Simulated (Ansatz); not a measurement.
WS:

```xyz
2
Lattice="3.0079 0.0000 0.0000 0.0000 3.0079 0.0000 0.0000 0.0000 3.0079" Properties=species:S:1:pos:R:3 pbc="T T T"
W     1.5039    1.5039    1.5039
S     0.0000    0.0000    0.0000
```

The cell was built by a generator and needn't be a form met in nature.

```yaml
Program: Ansatz 0.2.0
Task: relaxation of cell and atoms
Functional: PBEsol
Dispersion: D3(BJ)
Potentials_or_basis: Ansatz PAW
Cutoff: "420 eV (not typed: the program's choice for these potentials)"
k_mesh: 9 × 9 × 9
Occupations: fermi-dirac, width 0.05 eV
Spin: no spin polarisation
```

At the start: volume 13.61 Å³/atom.

Where does the relaxation end?

It ends after 6 steps and the volume is 12.84 Å³/atom (-5.7 %); space group Pm-3m (No. 221, to 0.05 Å).

Step by step:
```tsv
step	energy change (eV)	largest force (eV/Å)	volume (Å³)
1	0.0000	0.0000	27.21
2	-0.0436	0.0000	24.75
3	-0.0750	0.0000	25.77
4	-0.0754	0.0000	25.68
5	-0.0754	0.0000	25.67
6	-0.0750	0.0000	25.67
```

Final structure:
```xyz
2
Lattice="2.9499 0.0000 0.0000 0.0000 2.9499 0.0000 0.0000 0.0000 2.9499" Properties=species:S:1:pos:R:3 pbc="T T T"
W     1.4750    1.4750    1.4750
S     0.0000    0.0000    0.0000
```

Caveat: the plane-wave basis is chosen anew once the cell has moved, so the energies of steps on either side of that aren't comparable; pairwise dispersion overbinds metals, which lowers pressure and volume; the PAW data sets come from PBE, with cores solved anew for the run's functional, which leaves a small shift of forces and pressure.
